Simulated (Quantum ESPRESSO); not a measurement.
# TiSn (Fm-3m) in Quantum ESPRESSO: equation of state

Aim: energy against volume of TiSn in PBE, for its equilibrium volume and stiffness.

All numbers are computed with Quantum ESPRESSO 7.5; they aren't measurements. Logs are shortened: lines on timing, memory, paths and dates and some standing lists are left out, and cuts for length are marked.

### 1 Starting point

Symmetry: Fm-3m, No. 225, cubic system. Conventional cell: a = 5.601 Å, b = 5.601 Å, c = 5.601 Å, α = 90.00°, β = 90.00°, γ = 90.00°. Ti (site symmetry m-3m) has 6 Sn at 2.80 Å as nearest neighbours. Sn (site symmetry m-3m) is surrounded by 6 Ti at 2.80 Å.

The cell was built by a generator and needn't be a form met in nature.

### 2 Single point, PBE, 20.65 Å³/atom

pw.in reads:

```
&CONTROL
  calculation = 'scf'
  prefix = 'pwscf'
  outdir = './tmp'
  pseudo_dir = './pseudo'
  tstress = .true.
  disk_io = 'nowf'
/
&SYSTEM
  ibrav = 0
  nat = 2
  ntyp = 2
  ecutwfc = 60
  ecutrho = 480
  nbnd = 20
  occupations = 'smearing'
  smearing = 'fd'
  degauss = 0.00367493
/
&ELECTRONS
  conv_thr = 4d-10
  electron_maxstep = 120
  mixing_beta = 0.5
/
ATOMIC_SPECIES
Ti    47.8670 ti_pbe_v1.4.uspp.F.UPF
Sn   118.7100 Sn_pbe_v1.uspp.F.UPF
CELL_PARAMETERS angstrom
   0.0000000000    2.7433798768    2.7433798768
   2.7433798768    0.0000000000    2.7433798768
   2.7433798768    2.7433798768    0.0000000000
ATOMIC_POSITIONS crystal
Ti     0.0000000000    0.0000000000    0.0000000000
Sn     0.5000000000    0.5000000000    0.5000000000
K_POINTS automatic
8 8 8 0 0 0
```

Potentials or basis: SSSP 1.3 efficiency PBE.

Run with:

```
$ OMP_NUM_THREADS=1 pw.x -in pw.in > pw.out
```

pw.out:

```text
This program is part of the open-source Quantum ESPRESSO suite
     for quantum simulation of materials; please cite
         "P. Giannozzi et al., J. Phys.:Condens. Matter 21 395502 (2009);
         "P. Giannozzi et al., J. Phys.:Condens. Matter 29 465901 (2017);
         "P. Giannozzi et al., J. Chem. Phys. 152 154105 (2020);
     in publications or presentations arising from this work. More details at

     Message from routine setup:
     using ibrav=0 with symmetry is DISCOURAGED, use correct ibrav instead

     G-vector sticks info
     --------------------
     sticks:   dense  smooth     PW     G-vecs:    dense   smooth      PW
     Sum        1789     889    265                49757    17477    2891

     Using Slab Decomposition

     bravais-lattice index     =            0
     lattice parameter (alat)  =       7.3316  a.u.
     unit-cell volume          =     278.6663 (a.u.)^3
     number of atoms/cell      =            2
     number of atomic types    =            2
     number of electrons       =        26.00
     number of Kohn-Sham states=           20
     kinetic-energy cutoff     =      60.0000  Ry
     charge density cutoff     =     480.0000  Ry
     scf convergence threshold =      4.0E-10
     mixing beta               =       0.5000
     number of iterations used =            8  plain     mixing
     Exchange-correlation= SLA  PW   PBE  PBE
                           (   1   4   3   4   0   0   0)

     celldm(1)=   7.331618  celldm(2)=   0.000000  celldm(3)=   0.000000
     celldm(4)=   0.000000  celldm(5)=   0.000000  celldm(6)=   0.000000

     crystal axes: (cart. coord. in units of alat)
               a(1) = (   0.000000   0.707107   0.707107 )
               a(2) = (   0.707107   0.000000   0.707107 )
               a(3) = (   0.707107   0.707107   0.000000 )

     reciprocal axes: (cart. coord. in units 2 pi/alat)
               b(1) = ( -0.707107  0.707107  0.707107 )
               b(2) = (  0.707107 -0.707107  0.707107 )
               b(3) = (  0.707107  0.707107 -0.707107 )

     PseudoPot. # 1 for Ti read from file:
     ti_pbe_v1.4.uspp.F.UPF
     Pseudo is Ultrasoft + core correction, Zval = 12.0
     Generated by new atomic code, or converted to UPF format
     Using radial grid of  851 points,  6 beta functions with:
                l(1) =   0
                l(2) =   0
                l(3) =   1
                l(4) =   1
                l(5) =   2
                l(6) =   2
     Q(r) pseudized with  6 coefficients,  rinner =    1.000   1.000   1.000
                                                       1.000   1.000

     PseudoPot. # 2 for Sn read from file:
     Sn_pbe_v1.uspp.F.UPF
     Pseudo is Ultrasoft + core correction, Zval = 14.0
     Generated by new atomic code, or converted to UPF format
     Using radial grid of  891 points,  6 beta functions with:
                l(1) =   0
                l(2) =   0
                l(3) =   1
                l(4) =   1
                l(5) =   2
                l(6) =   2
     Q(r) pseudized with  6 coefficients,  rinner =    1.200   1.200   1.200
                                                       1.200   1.200

     atomic species   valence    mass     pseudopotential
     Ti               12.00    47.86700     Ti( 1.00)
     Sn               14.00   118.71000     Sn( 1.00)

     48 Sym. Ops., with inversion, found

   Cartesian axes

     site n.     atom                  positions (alat units)
         1        Ti     tau(   1) = (   0.0000000   0.0000000   0.0000000  )
         2        Sn     tau(   2) = (   0.7071068   0.7071068   0.7071068  )

     number of k points=    29  Fermi-Dirac smearing, width (Ry)=  0.0037
                       cart. coord. in units 2pi/alat
        k(    1) = (   0.0000000   0.0000000   0.0000000), wk =   0.0039062
        k(    2) = (   0.0883883   0.0883883  -0.0883883), wk =   0.0312500
        k(    3) = (   0.1767767   0.1767767  -0.1767767), wk =   0.0312500
        k(    4) = (   0.2651650   0.2651650  -0.2651650), wk =   0.0312500
        k(    5) = (  -0.3535534  -0.3535534   0.3535534), wk =   0.0156250
        k(    6) = (   0.1767767   0.0000000   0.0000000), wk =   0.0234375
[... 21 lines left out ...]
        k(   28) = (  -0.7071068   0.1767767  -0.0000000), wk =   0.0468750
        k(   29) = (  -0.7071068   0.3535534   0.0000000), wk =   0.0234375

     Dense  grid:    49757 G-vectors     FFT dimensions: (  54,  54,  54)

     Smooth grid:    17477 G-vectors     FFT dimensions: (  40,  40,  40)

     Check: negative core charge=   -0.000004

     Initial potential from superposition of free atoms

     starting charge      23.9999, renormalised to      26.0000

     negative rho (up, down):  1.617E-03 0.000E+00
     Starting wfcs are   19 randomized atomic wfcs +    1 random wfcs

     Self-consistent Calculation

     iteration #  1     ecut=    60.00 Ry     beta= 0.50
     Davidson diagonalization with overlap
     ethr =  1.00E-02,  avg # of iterations =  5.0

     negative rho (up, down):  1.589E-03 0.000E+00

     total energy              =    -282.06678425 Ry
     estimated scf accuracy    <       1.78788778 Ry

     iteration #  2     ecut=    60.00 Ry     beta= 0.50
     Davidson diagonalization with overlap
     ethr =  6.88E-03,  avg # of iterations =  2.1
[... 78 lines left out ...]
     iteration # 11     ecut=    60.00 Ry     beta= 0.50
     Davidson diagonalization with overlap
     ethr =  1.62E-12,  avg # of iterations =  2.0

     negative rho (up, down):  2.940E-04 0.000E+00

     End of self-consistent calculation

          k = 0.0000 0.0000 0.0000 (  2133 PWs)   bands (ev):

   -44.3397 -20.6113 -20.6113 -20.6113  -8.1028  -8.1028  -8.0285  -8.0285
    -8.0285   2.8388  12.9469  12.9469  12.9469  13.3710  13.3710  16.4516
    16.4516  16.4516  20.7477  22.2566

          k = 0.0884 0.0884-0.0884 (  2169 PWs)   bands (ev):

   -44.3392 -20.6177 -20.6130 -20.6130  -8.0967  -8.0967  -8.0265  -8.0235
    -8.0235   3.0836  12.4831  12.7815  12.7815  13.1927  13.1927  15.6373
    17.0156  17.0156  20.6354  22.6429
[... 13 lines left out ...]
          k =-0.3536-0.3536 0.3536 (  2186 PWs)   bands (ev):

   -44.3366 -20.6547 -20.6229 -20.6229  -8.0652  -8.0652  -8.0145  -7.9899
    -7.9899   5.7060   7.9950  11.3112  11.3112  13.9052  13.9052  14.4282
    18.4193  19.6093  19.6093  19.9785

          k = 0.1768 0.0000 0.0000 (  2169 PWs)   bands (ev):

   -44.3391 -20.6193 -20.6135 -20.6135  -8.0990  -8.0922  -8.0322  -8.0189
    -8.0189   3.1617  12.3752  12.7366  12.8163  12.8163  13.4314  16.3478
    16.3478  16.7094  20.6941  22.4487

          k = 0.2652 0.0884-0.0884 (  2176 PWs)   bands (ev):

   -44.3382 -20.6302 -20.6172 -20.6168  -8.0907  -8.0821  -8.0313  -8.0086
    -8.0068   3.7071  11.3426  12.0484  12.4364  13.0713  13.5477  15.2824
    16.5896  17.7850  20.6953  20.8673
[... 19 lines left out ...]
          k =-0.0884-0.2652 0.2652 (  2183 PWs)   bands (ev):

   -44.3375 -20.6394 -20.6210 -20.6196  -8.0847  -8.0700  -8.0190  -8.0065
    -7.9999   4.3098  10.3725  11.5640  11.7419  13.4096  13.7792  14.8451
    16.5553  19.3204  19.8678  21.4975

          k = 0.0000-0.1768 0.1768 (  2183 PWs)   bands (ev):

   -44.3386 -20.6261 -20.6160 -20.6155  -8.0934  -8.0844  -8.0253  -8.0188
    -8.0116   3.4811  11.9001  12.1380  12.3213  13.1312  13.4974  15.5426
    16.2305  18.3113  20.8108  21.4162

          k = 0.3536 0.0000 0.0000 (  2181 PWs)   bands (ev):

   -44.3377 -20.6349 -20.6189 -20.6189  -8.0899  -8.0829  -8.0412  -7.9967
    -7.9967   4.0511  10.7876  12.2895  12.6798  12.6798  13.5838  15.7623
    15.7623  16.9718  19.2814  20.6294

          k = 0.4419 0.0884-0.0884 (  2181 PWs)   bands (ev):

   -44.3369 -20.6421 -20.6236 -20.6221  -8.0843  -8.0815  -8.0400  -7.9876
    -7.9856   4.7648  10.0407  11.5438  12.3422  13.0373  13.8502  14.8871
    15.6741  16.9379  18.8786  20.9070
[... 7 lines left out ...]
          k =-0.0884-0.4419 0.4419 (  2194 PWs)   bands (ev):

   -44.3362 -20.6457 -20.6329 -20.6249  -8.0868  -8.0607  -8.0107  -7.9959
    -7.9853   5.8785   8.9726  10.4266  11.5484  13.8350  13.8738  14.5040
    15.6225  17.2284  19.1787  23.1554

          k = 0.0000-0.3536 0.3536 (  2181 PWs)   bands (ev):

   -44.3367 -20.6440 -20.6282 -20.6228  -8.0863  -8.0604  -8.0097  -7.9988
    -7.9965   5.1412   9.6796  10.7344  11.5352  13.5905  14.0292  15.0013
    15.3448  18.5173  19.4362  22.2553

          k = 0.5303-0.0000 0.0000 (  2185 PWs)   bands (ev):

   -44.3364 -20.6451 -20.6242 -20.6242  -8.0965  -8.0808  -8.0502  -7.9763
    -7.9763   5.1757   9.6829  11.9057  12.8292  12.8292  13.7461  14.8315
    14.8315  16.0887  17.9036  20.6013

          k =-0.0884-0.6187 0.6187 (  2187 PWs)   bands (ev):

   -44.3360 -20.6460 -20.6286 -20.6258  -8.1018  -8.0747  -8.0462  -7.9741
    -7.9721   5.6984   9.4528  11.2199  12.4720  13.0883  14.1206  14.3640
    14.7866  15.4612  18.5467  20.8908

          k = 0.0000-0.5303 0.5303 (  2201 PWs)   bands (ev):

   -44.3359 -20.6418 -20.6367 -20.6261  -8.0976  -8.0660  -8.0296  -7.9828
    -7.9762   6.0112   9.6851   9.9795  11.9126  13.3675  14.0633  14.5406
    15.1247  15.8049  19.1276  22.3527

          k =-0.7071 0.0000 0.0000 (  2200 PWs)   bands (ev):

   -44.3359 -20.6478 -20.6263 -20.6263  -8.1087  -8.0770  -8.0540  -7.9683
    -7.9683   5.7587   9.3067  11.7610  13.0828  13.0828  13.8165  14.2601
    14.2601  15.1447  17.9302  20.5947

          k = 0.3536 0.1768 0.0000 (  2176 PWs)   bands (ev):

   -44.3374 -20.6385 -20.6217 -20.6203  -8.0869  -8.0739  -8.0304  -7.9979
    -7.9965   4.3538  10.5137  11.5264  11.9908  13.2301  13.8154  15.2643
    15.6899  17.9950  20.2988  21.0594

          k =-0.2652-0.4419 0.6187 (  2194 PWs)   bands (ev):

   -44.3366 -20.6454 -20.6274 -20.6238  -8.0839  -8.0656  -8.0202  -7.9949
    -7.9868   5.2789   9.4254  10.9198  11.5936  13.5731  14.0272  14.5828
    15.8935  17.2854  20.3925  21.4349
[... 13 lines left out ...]
          k =-0.0884-0.4419 0.6187 (  2194 PWs)   bands (ev):

   -44.3360 -20.6426 -20.6340 -20.6278  -8.0961  -8.0644  -8.0235  -7.9933
    -7.9727   5.9715   9.5061  10.3566  11.4648  13.7265  14.1273  14.3384
    15.2238  15.6265  20.2660  22.4414

          k = 0.0000-0.3536 0.5303 (  2198 PWs)   bands (ev):

   -44.3361 -20.6426 -20.6346 -20.6268  -8.0924  -8.0611  -8.0083  -8.0054
    -7.9774   5.9023   9.4337  10.2443  11.4185  13.8505  13.9356  14.7818
    14.9019  16.3282  20.5669  22.8396

          k =-0.7071 0.1768-0.0000 (  2196 PWs)   bands (ev):

   -44.3359 -20.6448 -20.6295 -20.6289  -8.1038  -8.0702  -8.0406  -7.9800
    -7.9683   5.9209   9.5003  11.0081  11.6935  13.7147  14.2598  14.2847
    14.4249  15.2645  19.3622  21.0620

          k =-0.7071 0.3536 0.0000 (  2208 PWs)   bands (ev):

   -44.3358 -20.6372 -20.6372 -20.6316  -8.1007  -8.0616  -8.0095  -8.0095
    -7.9683   6.1104  10.0839  10.0839  10.8668  14.2136  14.2136  14.2594
    14.5554  15.3221  22.4429  22.6776

     the Fermi energy is    12.8476 ev

!    total energy              =    -282.49804240 Ry
     estimated scf accuracy    <          5.0E-12 Ry
     smearing contrib. (-TS)   =      -0.00050410 Ry
     internal energy E=F+TS    =    -282.49753831 Ry

     The total energy is F=E-TS. E is the sum of the following terms:
     one-electron contribution =     -92.70446933 Ry
     hartree contribution      =      61.64255982 Ry
     xc contribution           =     -65.77634137 Ry
     ewald contribution        =    -185.65928742 Ry

     convergence has been achieved in  11 iterations

     Computing stress (Cartesian axis) and pressure

     negative rho (up, down):  2.940E-04 0.000E+00
          total   stress  (Ry/bohr**3)                   (kbar)     P=       59.01
   0.00040116  -0.00000000   0.00000000           59.01       -0.00        0.00
  -0.00000000   0.00040116  -0.00000000           -0.00       59.01       -0.00
   0.00000000  -0.00000000   0.00040116            0.00       -0.00       59.01

=------------------------------------------------------------------------------=
   JOB DONE.
=------------------------------------------------------------------------------=
```

Run time: 37 s. Hardware: 1 thread of Arm Neoverse V1, shared host; peak memory 0.22 GiB.

What came out:

```yaml
Free_energy: -3843.5817 eV
Pressure: 5.9 GPa
Band_gap_on_the_k_mesh: none (metal or under the smearing width)
```

### 3 Single point, PBE, 21.09 Å³/atom

pw.in: that of step 2 with these lines changed.

```diff
@@ -28,5 +28,5 @@
 CELL_PARAMETERS angstrom
-   0.0000000000    2.7433798768    2.7433798768
-   2.7433798768    0.0000000000    2.7433798768
-   2.7433798768    2.7433798768    0.0000000000
+   0.0000000000    2.7627000899    2.7627000899
+   2.7627000899    0.0000000000    2.7627000899
+   2.7627000899    2.7627000899    0.0000000000
 ATOMIC_POSITIONS crystal
```

Potentials or basis: SSSP 1.3 efficiency PBE.

Run with:

```
$ OMP_NUM_THREADS=1 pw.x -in pw.in > pw.out
```

It took 39 s on 1 thread of Arm Neoverse V1, shared host; peak memory 0.23 GiB.

It converged, with:

| Item | Value |
| --- | --- |
| Free energy | -3843.6081 eV |
| Pressure | 3.7 GPa |
| Band gap on the k mesh | none (metal or under the smearing width) |

### 4 Single point, PBE, 21.53 Å³/atom

pw.in: that of step 3 with these lines changed.

```diff
@@ -28,5 +28,5 @@
 CELL_PARAMETERS angstrom
-   0.0000000000    2.7627000899    2.7627000899
-   2.7627000899    0.0000000000    2.7627000899
-   2.7627000899    2.7627000899    0.0000000000
+   0.0000000000    2.7817537961    2.7817537961
+   2.7817537961    0.0000000000    2.7817537961
+   2.7817537961    2.7817537961    0.0000000000
 ATOMIC_POSITIONS crystal
```

Run with:

```
$ OMP_NUM_THREADS=1 pw.x -in pw.in > pw.out
```

It took 40 s on 1 thread of Arm Neoverse V1, shared host; peak memory 0.23 GiB.

It converged, with:

```
Free energy            : -3843.6232 eV
Pressure               : 1.8 GPa
Band gap on the k mesh : none (metal or under the smearing width)
```

### 5 Single point, PBE, 21.96 Å³/atom

pw.in: that of step 4 with these lines changed.

```diff
@@ -28,5 +28,5 @@
 CELL_PARAMETERS angstrom
-   0.0000000000    2.7817537961    2.7817537961
-   2.7817537961    0.0000000000    2.7817537961
-   2.7817537961    2.7817537961    0.0000000000
+   0.0000000000    2.8005500000    2.8005500000
+   2.8005500000    0.0000000000    2.8005500000
+   2.8005500000    2.8005500000    0.0000000000
 ATOMIC_POSITIONS crystal
```

Run with:

```
$ OMP_NUM_THREADS=1 pw.x -in pw.in > pw.out
```

Run time: 43 s. Hardware: 1 thread of Arm Neoverse V1, shared host; peak memory 0.23 GiB.

It converged, with:

```yaml
Free_energy: -3843.6280 eV
Pressure: 0.0 GPa
Band_gap_on_the_k_mesh: none (metal or under the smearing width)
```

### 6 Single point, PBE, 22.40 Å³/atom

pw.in: that of step 5 with these lines changed.

```diff
@@ -28,5 +28,5 @@
 CELL_PARAMETERS angstrom
-   0.0000000000    2.8005500000    2.8005500000
-   2.8005500000    0.0000000000    2.8005500000
-   2.8005500000    2.8005500000    0.0000000000
+   0.0000000000    2.8190972293    2.8190972293
+   2.8190972293    0.0000000000    2.8190972293
+   2.8190972293    2.8190972293    0.0000000000
 ATOMIC_POSITIONS crystal
```

Potentials or basis: SSSP 1.3 efficiency PBE.

Run with:

```
$ OMP_NUM_THREADS=1 pw.x -in pw.in > pw.out
```

Wall time 43 s (1 thread of Arm Neoverse V1, shared host); peak memory 0.24 GiB.

It converged, with:

| Item | Value |
| --- | --- |
| Free energy | -3843.6237 eV |
| Pressure | -1.6 GPa |
| Band gap on the k mesh | none (metal or under the smearing width) |

[end of part 1 of 2]
